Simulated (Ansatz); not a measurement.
# H4SSeSi: basis-set convergence

An exercise on one series of results from a longer session: the logs are not shown, and one member is left open.

Method: one geometry, several basis sets; program: Ansatz 0.2.0, Gaussian basis.

Levels to be run: PBE0-D4/def2-SVP; ωB97M-V/def2-SVP; PBE0-D4/def2-QZVPP; ωB97M-V/def2-QZVPP; the functionals' def2-TZVPP values are taken from earlier runs.

**The geometry**

An earlier PBE0-D4 in a triple-zeta def2 set relaxation fixed the geometry.

SMILES `S[SiH2][SeH]`, 7 atoms, charge 0, spin multiplicity 1.

Atoms are counted from 1 here; the program's logs count them from 0.

Bond lengths: S1–Si2 2.128 Å, S1–H4 1.344 Å, Si2–Se3 2.280 Å, Si2–H5 1.484 Å, Si2–H6 1.482 Å, Se3–H7 1.470 Å. Angles: Si2–S1–H4 94.4°, S1–Si2–Se3 108.9°, S1–Si2–H5 113.1°, S1–Si2–H6 104.0°, Se3–Si2–H5 108.1°, Se3–Si2–H6 112.9°, H5–Si2–H6 109.9°, Si2–Se3–H7 92.5°.

The first run:

in.yaml

```yaml
crystal:
  periodic: [false, false, false]
  atoms:
    - {symbol: S, position_ang: [-2.020096, 0.111597, -0.527617]}
    - {symbol: Si, position_ang: [-0.098678, 0.366780, 0.350742]}
    - {symbol: Se, position_ang: [1.054101, -1.593248, 0.187089]}
    - {symbol: H, position_ang: [-1.537079, -0.224272, -1.736418]}
    - {symbol: H, position_ang: [0.704156, 1.429370, -0.302978]}
    - {symbol: H, position_ang: [-0.394075, 0.748054, 1.752337]}
    - {symbol: H, position_ang: [2.352971, -0.906281, 0.231044]}
basis:
  gaussian: {orbitals: def2-SVP}
hamiltonian: {xc: pbe0, dispersion: d4}
output: {orbitals: {seedname: orbitals}}
```

The run is started by

```console
$ ansatz run in.yaml --threads 2 --pin off --events-out ev --progress --plain --max-ram 4352MiB
```

Steps of the session up to this table: PBE0-D4 in def2-SVP; ωB97M-V in def2-SVP; PBE0-D4 in def2-QZVPP; ωB97M-V in def2-QZVPP.

One table of the session follows, with a row left open; its other results are not shown here.

| functional | basis | HOMO (eV) | LUMO (eV) |
| --- | --- | --- | --- |
| PBE0-D4 | def2-SVP | -7.08 | 0.00 |
| PBE0-D4 | def2-TZVPP | -7.18 | -0.31 |
| PBE0-D4 | def2-QZVPP | -7.21 | -0.43 |
| ωB97M-V | def2-SVP | ? | ? |
| ωB97M-V | def2-TZVPP | -9.33 | 1.54 |
| ωB97M-V | def2-QZVPP | -9.35 | 1.24 |

Estimate the missing values for ωB97M-V, def2-SVP.

**Answer.** HOMO (eV): -9.21; LUMO (eV): 2.00. In the column «HOMO (eV)» it lies between ωB97M-V, def2-TZVPP (-9.33) and PBE0-D4, def2-QZVPP (-7.21).
